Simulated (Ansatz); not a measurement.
# BFH6SiSn: up Jacob's ladder to CCSD(T)

An exercise on one series of results from a longer session: the logs are not shown, and one member is left open.

Computed with Ansatz 0.2.0, Gaussian basis. Level: functionals in def2-TZVPP, the program's frozen cores in correlated methods.

The runs, in order: LDA (SPW92), PBE-D4, revPBE-D4, BLYP-D4, r2SCAN-D4, B97M-V, PBE0-D4, B3LYP-D4, r2SCANh-D4, r2SCAN0-D4, HSE06-D4, BHLYP-D4, CAM-B3LYP-D4, LC-ωPBE, ωB97X-V, ωB97M-V, B2PLYP, PBE-QIDH; CCSD(T)/def2-SVP; CCSD(T)/def2-TZVPP; MP2/def2-QZVPP; extrapolation to the limit; RPA on PBE.

## Structure used throughout

The geometry comes from an earlier relaxation with PBE0-D4 in a triple-zeta def2 set; it is a stationary point, not always the lowest conformer. Sn takes the def2 core potential; no spin-orbit term is included.

SMILES `F[SiH2][BH][SnH3]`, 10 atoms, charge 0, spin multiplicity 1.

Atoms are counted from 1 here; the program's logs count them from 0.

Bond lengths: F1–Si2 1.608 Å, Si2–B3 1.993 Å, Si2–H5 1.490 Å, Si2–H6 1.490 Å, B3–Sn4 2.247 Å, B3–H7 1.197 Å, Sn4–H8 1.709 Å, Sn4–H9 1.709 Å, Sn4–H10 1.709 Å. Angles: F1–Si2–B3 112.3°, F1–Si2–H5 107.2°, F1–Si2–H6 107.2°, B3–Si2–H5 110.4°, B3–Si2–H6 110.4°, H5–Si2–H6 109.2°, Si2–B3–Sn4 123.2°, Si2–B3–H7 117.6°, Sn4–B3–H7 119.2°, B3–Sn4–H8 109.7°, B3–Sn4–H9 109.9°, B3–Sn4–H10 113.6°, H8–Sn4–H9 107.4°, H8–Sn4–H10 108.0°, H9–Sn4–H10 108.0°.

The first run:

File in.yaml:

```yaml
crystal:
  periodic: [false, false, false]
  atoms:
    - {symbol: F, position_ang: [-2.182588, 0.906180, -0.173773]}
    - {symbol: Si, position_ang: [-0.827017, 1.404872, -0.879646]}
    - {symbol: B, position_ang: [0.740878, 0.275858, -0.390802]}
    - {symbol: Sn, position_ang: [0.604244, -1.487412, 0.995159]}
    - {symbol: H, position_ang: [-1.057098, 1.366922, -2.350874]}
    - {symbol: H, position_ang: [-0.602520, 2.815263, -0.455873]}
    - {symbol: H, position_ang: [1.800305, 0.563322, -0.867443]}
    - {symbol: H, position_ang: [-0.483487, -2.639602, 0.354414]}
    - {symbol: H, position_ang: [-0.011448, -0.990779, 2.509957]}
    - {symbol: H, position_ang: [2.101732, -2.265823, 1.261782]}
basis:
  gaussian: {orbitals: def2-TZVPP}
hamiltonian: {xc: lda}
output: {orbitals: {seedname: orbitals}}
```

Steps of the session up to this table: LDA; PBE-D4 (GGA); revPBE-D4 (GGA); BLYP-D4 (GGA); r2SCAN-D4 (meta-GGA); B97M-V (meta-GGA); PBE0-D4 (hybrid); B3LYP-D4 (hybrid); r2SCANh-D4 (hybrid); r2SCAN0-D4 (hybrid); HSE06-D4 (hybrid); BHLYP-D4 (hybrid); CAM-B3LYP-D4 (range-separated); LC-ωPBE (range-separated); ωB97X-V (range-separated); ωB97M-V (range-separated); B2PLYP (double hybrid); PBE-QIDH (double hybrid).

One table of the session follows, with a row left open; its other results are not shown here.

It belongs to the step «Orbital energies across the functionals». 

```
  functional  HOMO (eV)  LUMO (eV)  gap (eV)
 LDA (SPW92)      -6.82      -4.26      2.56
      PBE-D4      -6.72      -4.05      2.66
   revPBE-D4      -6.67      -3.95      2.72
     BLYP-D4      -6.59      -3.86      2.73
   r2SCAN-D4      -6.97      -3.80      3.16
      B97M-V          ?          ?         ?
     PBE0-D4      -7.83      -3.13      4.71
    B3LYP-D4      -7.65      -3.29      4.35
  r2SCANh-D4      -7.37      -3.48      3.90
  r2SCAN0-D4      -7.99      -2.99      5.00
    HSE06-D4      -7.44      -3.51      3.93
    BHLYP-D4      -8.85      -2.06      6.78
CAM-B3LYP-D4      -9.12      -1.97      7.15
     LC-ωPBE     -10.42      -0.83      9.59
     ωB97X-V     -10.08      -0.94      9.14
     ωB97M-V      -9.90      -1.16      8.74
```

Estimate the missing values for B97M-V.

The run gave: HOMO (eV): -7.07; LUMO (eV): -3.91; gap (eV): 3.15. In the column «HOMO (eV)» it lies between r2SCANh-D4 (-7.37) and r2SCAN-D4 (-6.97).
